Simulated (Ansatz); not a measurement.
# C₂H₈FGaSi: shape, modes and thermochemistry

Aim: relax C₂H₈FGaSi from a cheap starting geometry, then compute its harmonic vibrations to see whether it is a minimum and to get the zero-point energy and entropy, and look at its orbitals and charge.

Program: Ansatz 0.2.0, Gaussian basis. Level of theory: RKS PBE0-D4/def2-TZVP. These are calculated values, not measurements.

Levels to be run: relaxation at PBE0-D4/def2-TZVP; harmonic vibrations at the same level; a single point in def2-TZVPP for the fields.

### Step 1. The starting structure

SMILES `C[Si](C)(F)[GaH2]`, 13 atoms, charge 0, spin multiplicity 1.

Atoms are counted from 1 here; the program's logs count them from 0.

Bond lengths: C1–Si2 1.913 Å, C1–H6 1.086 Å, C1–H7 1.089 Å, C1–H8 1.087 Å, Si2–C3 1.913 Å, Si2–F4 1.641 Å, Si2–Ga5 2.414 Å, C3–H9 1.086 Å, C3–H10 1.088 Å, C3–H11 1.087 Å, Ga5–H12 1.623 Å, Ga5–H13 1.616 Å. Angles: Si2–C1–H6 111.8°, Si2–C1–H7 110.2°, Si2–C1–H8 111.0°, H6–C1–H7 107.8°, H6–C1–H8 108.0°, H7–C1–H8 107.8°, C1–Si2–C3 112.6°, C1–Si2–F4 104.8°, C1–Si2–Ga5 116.4°, C3–Si2–F4 104.6°, C3–Si2–Ga5 115.3°, F4–Si2–Ga5 100.9°, Si2–C3–H9 112.1°, Si2–C3–H10 110.1°, Si2–C3–H11 110.9°, H9–C3–H10 107.9°, H9–C3–H11 108.0°, H10–C3–H11 107.7° and more.

The start is a GFN2-xTB geometry.

### Step 2. Optimising with PBE0-D4/def2-TZVP

Input file in.yaml:

```yaml
crystal:
  periodic: [false, false, false]
  atoms:
    - {symbol: C, position_ang: [-1.821260, -0.039210, -0.447500]}
    - {symbol: Si, position_ang: [0.083080, 0.098760, -0.328530]}
    - {symbol: C, position_ang: [0.932940, -1.603450, -0.130640]}
    - {symbol: F, position_ang: [0.558180, 0.629410, -1.807450]}
    - {symbol: Ga, position_ang: [0.945970, 1.855060, 1.085890]}
    - {symbol: H, position_ang: [-2.128090, -0.748650, -1.210400]}
    - {symbol: H, position_ang: [-2.252320, 0.928110, -0.699200]}
    - {symbol: H, position_ang: [-2.249360, -0.357290, 0.499310]}
    - {symbol: H, position_ang: [0.566200, -2.329700, -0.850420]}
    - {symbol: H, position_ang: [2.007060, -1.503670, -0.273860]}
    - {symbol: H, position_ang: [0.767440, -2.005390, 0.865500]}
    - {symbol: H, position_ang: [1.007490, 1.820990, 2.707500]}
    - {symbol: H, position_ang: [1.582680, 3.255030, 0.589800]}
basis:
  gaussian: {orbitals: def2-TZVP}
hamiltonian: {xc: pbe0, dispersion: d4}
relax: {f_tol: 0.005, max_steps: 150}
```

Started as:

```bash
$ ansatz run in.yaml --threads 2 --pin off --events-out ev --progress --plain --max-ram 32768MiB --backend cuda --devices 0, --max-vram 18GiB
```

The runs that follow: Vibrations by finite differences; Orbitals, density and potential.

Q: Predict the results of all the runs planned. Wanted: point group; shift from the start; total energy; dispersion term; dipole moment; lowest, highest wavenumber; zero-point energy; HOMO, LUMO.

As calculated:

| quantity | value |
| --- | --- |
| point group | Cs |
| steps | 18 |
| shift from the start (rms) | 0.164 Å |
| total energy | -65166.0708 eV |
| dispersion term | -251 meV |
| dipole moment | 1.74 D |
| lowest, highest wavenumber | 52, 3136 cm⁻¹ |
| zero-point energy | 56.4 kcal/mol |
| entropy at 298.15 K | 403.1 J/(mol K) |
| HOMO, LUMO | -7.15, -2.05 eV |

What this shows: The relaxed geometry lies 0.16 Å (rms) from the start; the bond that changed most is C1–Si2, from 1.913 to 1.868 Å. No mode is imaginary: a true minimum at this level. The stiffest mode, 3136 cm⁻¹, is a C–H stretch, and 6 modes under 200 cm⁻¹ make the vibrational entropy uncertain. Harmonic hybrid wavenumbers usually lie a few per cent above measured fundamentals. The largest Mulliken charge, -0.50 e, sits on C3. The HOMO lies mostly on Si2 27 %; Ga5 26 % and the LUMO on Ga5 53 %; H12, H13 about 14 % each.
